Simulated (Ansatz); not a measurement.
Run this with Ansatz 0.2.0, Python API and show what comes out.

`run_torsion.py`
```python
# -*- coding: utf-8 -*-
"""Energy of CH4BNOS as one group turns about a bond."""

import warnings

import ansatz
from ase import Atoms

warnings.simplefilter("ignore", ansatz.DeckWarning)

atoms = Atoms(["B", "N", "C", "O", "S", "H", "H", "H", "H"], positions=[
    (0.0525, -0.2977, -1.6918),
    (-0.343, -0.4097, -0.2257),
    (0.4365, 0.1419, 0.8085),
    (1.5945, 0.7952, 0.5565),
    (-0.0106, -0.0965, 2.5111),
    (-0.7022, -0.7102, -2.5253),
    (0.998, 0.3387, -2.0368),
    (-1.166, -0.9184, 0.017),
    (-0.7712, 1.1105, 2.5695),
])

# start the scan from a relaxed geometry
first = (
    ansatz.Crystal.molecule_from_ase(atoms).calculation()
    .basis(gaussian="def2-SVP")
    .functional("r2scan0")
    .relax(force_tolerance=0.02, max_steps=80)
)
atoms.positions = first.run(threads=1).report["positions_ang"]

start = atoms.get_dihedral(2, 1, 0, 5)
energies = {}
for turn in range(0, 360, 40):
    turned = atoms.copy()
    turned.set_dihedral(2, 1, 0, 5, start + turn, indices=[0, 5, 6])
    model = (
        ansatz.Crystal.molecule_from_ase(turned).calculation()
        .basis(gaussian="def2-SVP")
        .functional("r2scan0")
    )
    energies[round((start + turn) % 360)] = model.run(threads=1).report["free_energy_ev"]
floor = min(energies.values())
print("dihedral C2-N1-B0-H5 (deg)   E - E(min) (kcal/mol)")
for angle, e in sorted(energies.items()):
    print(f"{angle:8d} {23.060548 * (e - floor):14.3f}  " + "#" * int(30 * (e - floor) / max(max(energies.values()) - floor, 1e-9)))
```

```console
$ python run_torsion.py
dihedral C2-N1-B0-H5 (deg)   E - E(min) (kcal/mol)
      20          2.679  ###
      60         18.892  #####################
     100         26.062  ##############################
     140          9.600  ###########
     180          0.000
     220          9.547  ##########
     260         26.036  #############################
     300         18.946  #####################
     340          2.710  ###
```

The scan is rigid and the energies are electronic, in a modest basis. With rigid groups the curve can differ much from the relaxed path, the start wasn't checked as a minimum of this torsion, and equivalent turns needn't return to the same energy. Wall time of the script: 2.2 min on 1 thread of Arm Neoverse V1, with other jobs on the host, peak memory 0.28 GiB.
